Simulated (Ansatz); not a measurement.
Input of an Ansatz 0.2.0 run:

Contents of input.yaml:

```yaml
crystal:
  lattice:
    - [2.9025379727, 1.6757810799, 3.4877732718]
    - [-2.9025379727, 1.6757810799, 3.4877732718]
    - [0.0, -3.3515621597, 3.4877732718]
  atoms:
    - { symbol: Zr, position: [0.838727, 0.5, 0.161273] }
    - { symbol: Zr, position: [0.5, 0.161273, 0.838727] }
    - { symbol: Zr, position: [0.161273, 0.838727, 0.5] }
    - { symbol: S, position: [0.665023, 0.665023, 0.665023] }
    - { symbol: S, position: [0.334977, 0.334977, 0.334977] }
hamiltonian:
  xc: r2scan
  pseudopotentials: { kind: paw }
  hubbard: { sites: [{ species: Zr, l: d, u_eff: 4.0 }] }
kpoints:
  mp_grid: { grid: [6, 6, 6] }
scf:
  occupations: { method: fermi_dirac, width: 0.05 }
  n_extra_bands: 12
output:
  forces: true
  stress: true
  eigenvalues: true
  dos: { projected: true, de: 0.05, nscf_kmesh: { grid: [9, 9, 9] } }
```

Potentials or basis: Ansatz PAW.

Run with:

```bash
$ ansatz run input.yaml --threads 2 --pin off --max-ram 5632MiB --backend cpu --events-out ev --progress --plain --runs-dir out
```

Question: Estimate the largest force.

Answer: 0.187 eV/Å.

Question: Estimate the band gap on the k mesh.

Answer: None (metal or under the smearing width).

Question: What does it give for the pressure?

Answer: 4.0 GPa.

Question: Predict the density of states at the Fermi level.

Answer: 0.98 states/eV per cell.

States per cell in windows of 1 eV (zero at the Fermi level; states under -8 eV left out):
```csv
from (eV),total,Zr 4d,S 3p,Zr 5s,S 3s,Zr 4p,Zr 4s
-8.0,1.09,0.18,0.71,0.16,0.01,0.01,0.02
-7.0,3.99,0.77,2.77,0.31,0.04,0.06,0.03
-6.0,3.68,0.75,2.69,0.12,0.03,0.06,0.01
-5.0,3.24,0.58,2.54,0.04,0.01,0.03,0.00
-4.0,0.01,0.01,0.00,0.00,0.00,0.00,0.00
-3.0,0.68,0.50,0.02,0.12,0.01,0.00,0.00
-2.0,3.69,2.90,0.17,0.42,0.02,0.02,0.00
-1.0,3.66,2.96,0.14,0.27,0.01,0.02,0.00
0.0,2.56,2.13,0.11,0.13,0.01,0.01,0.00
1.0,4.04,3.35,0.16,0.21,0.04,0.01,0.00
2.0,4.83,3.90,0.30,0.18,0.09,0.00,0.00
3.0,6.29,4.93,0.39,0.27,0.29,0.01,0.01
4.0,4.34,2.94,0.43,0.34,0.19,0.00,0.01
5.0,1.89,0.98,0.30,0.25,0.04,0.00,0.01
6.0,0.00,0.00,0.00,0.00,0.00,0.00,0.00
7.0,0.00,0.00,0.00,0.00,0.00,0.00,0.00
```

Caveat: U without spin polarisation on a metal has little footing; the PAW data sets come from PBE, with cores solved anew for the run's functional, which leaves a small shift of forces and pressure; the density of states is complete only up to the lowest level of the last band computed.
